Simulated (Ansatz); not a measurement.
Co2Pd: elastic constants with PBEsol

The system is Co2Pd.

```xyz
3
Lattice="2.6379 0.0000 0.0000 -1.3190 2.2845 0.0000 0.0000 0.0000 6.3193" Properties=species:S:1:pos:R:3 pbc="T T T"
Pd    0.0000    0.0000    0.0000
Co    1.3190    0.7615    2.2104
Co    0.0000    1.5230    4.1090
```

The cell comes from a database or a generator and needn't be the stable form of this composition.

```json
{"Program": "Ansatz 0.2.0", "Task": "elastic constants", "Functional": "PBEsol", "Potentials or basis": "Ansatz PAW", "Cutoff": "420 eV (not typed: the program's choice for these potentials)", "k mesh": "10 × 10 × 4", "Occupations": "fermi-dirac, width 0.05 eV", "Spin": "collinear spin, ferromagnetic start", "Starting moments": "[0.0, 2.0, 2.0] μB", "Atoms under strain": "clamped"}
```

```json
{
 "Pressure": "-10.2 GPa",
 "Largest force": "0.051 eV/Å",
 "Band gap on the k mesh": "none (metal or under the smearing width)",
 "Net moment": "3.85 μB per cell",
 "Absolute moment": "4.18 μB per cell",
 "Site moments": "Pd +0.26; Co +1.86 μB",
 "Voigt bulk modulus": "169 GPa"
}
```

Forces on the atoms (eV/Å):
```
Pd   0.000  0.000  0.000
Co   0.000  0.000  0.051
Co   0.000  0.000 -0.051
```

Stress tensor (GPa, compression positive):
```
-10.24   0.00   0.00
  0.00 -10.24   0.00
  0.00   0.00 -10.13
```

Levels at points of the mesh, in eV from the Fermi level:
Spin up:
```
             k point  band 24  band 25  band 26  band 27  band 28  band 29  band 30  band 31  band 32  band 33
  (0.00, 0.00, 0.00)    -2.02    -1.73    -1.73    -1.22    -1.22    -1.11    -1.11    10.49    10.88    17.61
 (0.00, 0.00, -0.50)    -1.81    -1.81    -1.66    -1.66    -0.71    -0.71     0.20     6.17    16.21    17.52
 (0.00, -0.50, 0.00)    -1.09    -0.66    -0.66    -0.02     1.55     1.85     2.51     6.29     7.38     9.43
(0.00, -0.50, -0.50)    -1.14    -0.97    -0.84    -0.18    -0.02     2.29     2.68     5.96     9.52    11.10
```
Spin down:
```tsv
k point	band 20	band 21	band 22	band 23	band 24	band 25	band 26	band 27	band 28	band 29
(0.00, 0.00, 0.00)	-1.57	-1.44	-0.90	-0.90	-0.54	-0.43	-0.43	0.27	0.27	0.75
(0.00, 0.00, -0.50)	-1.43	-0.90	-0.90	-0.87	-0.69	-0.69	0.20	0.20	0.29	0.96
(0.00, -0.50, 0.00)	-1.44	-0.85	-0.75	0.17	0.92	0.93	0.99	1.13	2.40	2.48
(0.00, -0.50, -0.50)	-0.67	-0.57	-0.40	0.04	0.19	0.63	0.80	0.92	1.05	3.16
```

Elastic tensor in Voigt notation (GPa, ions clamped, in the Cartesian axes of the cell as first typed):
```
303 110  97  25   0   0
110 303  97 -25   0   0
 97  97 307   0   0   0
 25 -25   0  76   0   0
  0   0   0   0  76  25
  0   0   0   0  25  97
```

It took 46 s on 2 threads of Arm Neoverse V2 (shared host), peak memory 0.55 GiB.

Caveat: the cell is more than 3 GPa from zero pressure, which shifts response properties; elastic constants of metals need much finer meshes, so these are rough; the PAW data sets come from PBE, with cores solved anew for the run's functional, which leaves a small shift of forces and pressure.
